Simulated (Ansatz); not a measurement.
# MgO5: the cost of one run

Program: Ansatz 0.2.0. Level of theory: DFT PBE, scalar-relativistic, plane waves, PAW. These are calculated values, not measurements.

1 further run of the same task is left out (it didn't finish).

## 1. Starting point

The structure is tetragonal, space group P4/mmm (No. 123). The conventional cell has a = 3.348 Å, b = 3.348 Å, c = 5.570 Å, α = 90.00°, β = 90.00°, γ = 90.00°. Mg (site symmetry 4/mmm) is surrounded by 6 O at 2.03 to 2.37 Å. O (site symmetry 4mm) has 5 O at 1.51 to 1.84 Å and 1 Mg at 2.03 Å as nearest neighbours. Around O (site symmetry mmm) lie 4 O at 1.84 Å. Around O (site symmetry 4/mmm) lie 4 Mg at 2.37 Å.

Structure file:

```xyz
6
Lattice="3.3481 0.0000 0.0000 0.0000 3.3481 0.0000 0.0000 0.0000 5.5704" Properties=species:S:1:pos:R:3 pbc="T T T"
Mg    1.6741    1.6741    2.7852
O     1.6741    1.6741    0.7546
O     1.6741    1.6741    4.8158
O     0.0000    1.6741    0.0000
O     1.6741    0.0000    0.0000
O     0.0000    0.0000    2.7852
```

A structure generator made this guess: random cell by space group and Wyckoff sites (P4/mmm, No. 123). Its size is a rough estimate.

## 2. A first look at the guess

Input file input.yaml:

```yaml
crystal:
  lattice:
    - [3.3481495, 0.0, 0.0]
    - [0.0, 3.3481495, 0.0]
    - [0.0, 0.0, 5.5703713]
  atoms:
    - { symbol: Mg, position: [0.5, 0.5, 0.5] }
    - { symbol: O, position: [0.5, 0.5, 0.13546619] }
    - { symbol: O, position: [0.5, 0.5, 0.86453381] }
    - { symbol: O, position: [0.0, 0.5, 0.0] }
    - { symbol: O, position: [0.5, 0.0, 0.0] }
    - { symbol: O, position: [0.0, 0.0, 0.5] }
basis:
  ecutwfc: 420
kpoints:
  mp_grid: { grid: [6, 6, 4] }
hamiltonian:
  xc: pbe
scf:
  occupations: { method: gaussian, width: 0.1 }
  lower_state_search: "off"
output:
  forces: true
  stress: true
  eigenvalues: true
```

Run with:

```
> ansatz run input.yaml --threads 1 --pin off --max-ram 2560MiB --backend cpu --events-out ev --progress --plain --runs-dir out
```

Q: Estimate wall time and peak memory on 1 thread of Arm Neoverse V2, shared host.

About 3 s, with a peak of 0.31 GiB.
